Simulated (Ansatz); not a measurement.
# GaGe (F-43m) in Ansatz: a run that goes wrong, beside a sound one

Two runs on GaGe: the first has a flaw, the second is sound.

Everything below comes from runs of Ansatz 0.2.0. Logs are shortened: lines on timing, memory, paths and dates and some standing lists are left out, and cuts for length are marked.

### 1 Starting point

Symmetry: F-43m, No. 216, cubic system. Conventional cell: a = 5.796 Å, b = 5.796 Å, c = 5.796 Å, α = 90.00°, β = 90.00°, γ = 90.00°. Ge (site symmetry -43m) is surrounded by 4 Ga at 2.51 Å. Ga (site symmetry -43m) has 4 Ge at 2.51 Å as nearest neighbours.

The cell comes from a database or a generator and needn't be the stable form of this composition.

### 2 A run with an altered input

The input, input.yaml:

```yaml
crystal:
  lattice:
    - [0.0, 2.897844, 2.897844]
    - [2.897844, 0.0, 2.897844]
    - [2.897844, 2.897844, 0.0]
  atoms:
    - { symbol: Ge, position: [0.0, 0.0, 0.0] }
    - { symbol: Ga, position: [0.25, 0.25, 0.25] }
hamiltonian:
  xc: pbesol
  pseudopotentials: { kind: paw }
kpoints:
  mp_grid: { grid: [8, 8, 8] }
  band_path:
    path:
      - [[0.0, 0.0, 0.0], [0.5, 0.0, 0.5], [0.5, 0.25, 0.75], [0.375, 0.375, 0.75], [0.0, 0.0, 0.0], [0.5, 0.5, 0.5], [0.625, 0.25, 0.625], [0.5, 0.25, 0.75], [0.5, 0.5, 0.5], [0.375, 0.375, 0.75]]
      - [[0.625, 0.25, 0.625], [0.5, 0.0, 0.5]]
    npoints: 14
scf:
  occupations: { method: fermi_dirac, width: 0.05 }
  n_extra_bands: 6
  convergence: { dr2_threshold: 0.0 }
  max_iter: 60
output:
  forces: true
  stress: true
  eigenvalues: true
  fatbands: false
```

Potentials or basis: Ansatz PAW.

Run with:

```sh
> ansatz run input.yaml --threads 2 --pin off --max-ram 5632MiB --backend cpu --events-out ev --progress --plain --runs-dir out
```

The program printed:

```text
Error: invalid value for `scf.convergence.dr2_threshold`: must be finite and > 0; got 0 eV
```

Run time: 0.02 s. Hardware: 2 threads of Intel Xeon Platinum 8375C at 2.90GHz (Ice Lake), shared host; peak memory 0.043 GiB.

The input was rejected before any iteration. What is wrong with the input: a threshold that can't be met (scf.convergence.dr2_threshold = 0).

### 3 Band structure, PBEsol

input.yaml, as its differences from that of step 2:

```diff
@@ -21,4 +21,2 @@
   n_extra_bands: 6
-  convergence: { dr2_threshold: 0.0 }
-  max_iter: 60
 output:
@@ -27,2 +25,6 @@
   eigenvalues: true
-  fatbands: false
+  fatbands: true
+  write_density: true
+  write_potential: true
+  elf: true
+  volumetric_format: npy
```

Potentials or basis: Ansatz PAW.

Run with:

```sh
> ansatz run input.yaml --threads 2 --pin off --max-ram 5632MiB --backend cpu --events-out ev --progress --plain --runs-dir out
```

Wall time 4.2 s (2 threads of Intel Xeon Platinum 8375C at 2.90GHz (Ice Lake), shared host); peak memory 0.43 GiB.

Results (log left out):

- Free energy: -7996.3092 eV
- Pressure: -2.4 GPa
- Band gap on the k mesh: none (metal or under the smearing width)

Levels at the corners of the path, in eV from the Fermi level:
| point | band 10 | band 11 | band 12 | band 13 | band 14 | band 15 | band 16 | band 17 | band 18 | band 19 |
| --- | --- | --- | --- | --- | --- | --- | --- | --- | --- | --- |
| Γ | -14.25 | -10.54 | 1.70 | 1.70 | 1.70 | 2.03 | 4.35 | 4.35 | 4.35 | 7.55 |
| X | -14.24 | -7.52 | -5.82 | -1.25 | -1.25 | 2.26 | 2.38 | 10.99 | 10.99 | 12.17 |
| W | -14.25 | -7.44 | -5.66 | -2.17 | -2.06 | 5.75 | 5.75 | 6.10 | 6.40 | 12.03 |
| K | -14.24 | -7.60 | -5.59 | -2.54 | -0.82 | 2.73 | 5.55 | 8.69 | 8.86 | 9.44 |
| Γ | -14.25 | -10.54 | 1.70 | 1.70 | 1.70 | 2.03 | 4.35 | 4.35 | 4.35 | 7.55 |
| L | -14.24 | -8.58 | -5.38 | 0.39 | 0.39 | 2.02 | 5.32 | 5.32 | 8.07 | 11.34 |
| U | -14.24 | -7.60 | -5.59 | -2.54 | -0.82 | 2.73 | 5.55 | 8.69 | 8.86 | 9.44 |
| W | -14.25 | -7.44 | -5.66 | -2.17 | -2.06 | 5.75 | 5.75 | 6.10 | 6.40 | 12.03 |
| L | -14.24 | -8.58 | -5.38 | 0.39 | 0.39 | 2.02 | 5.32 | 5.32 | 8.07 | 11.34 |
| K | -14.24 | -7.60 | -5.59 | -2.54 | -0.82 | 2.73 | 5.55 | 8.69 | 8.86 | 9.44 |
| U | -14.24 | -7.60 | -5.59 | -2.54 | -0.82 | 2.73 | 5.55 | 8.69 | 8.86 | 9.44 |
| X | -14.24 | -7.52 | -5.82 | -1.25 | -1.25 | 2.26 | 2.38 | 10.99 | 10.99 | 12.17 |

Caveat: the PAW data sets come from PBE, with cores solved anew for the run's functional, which leaves a small shift of forces and pressure.
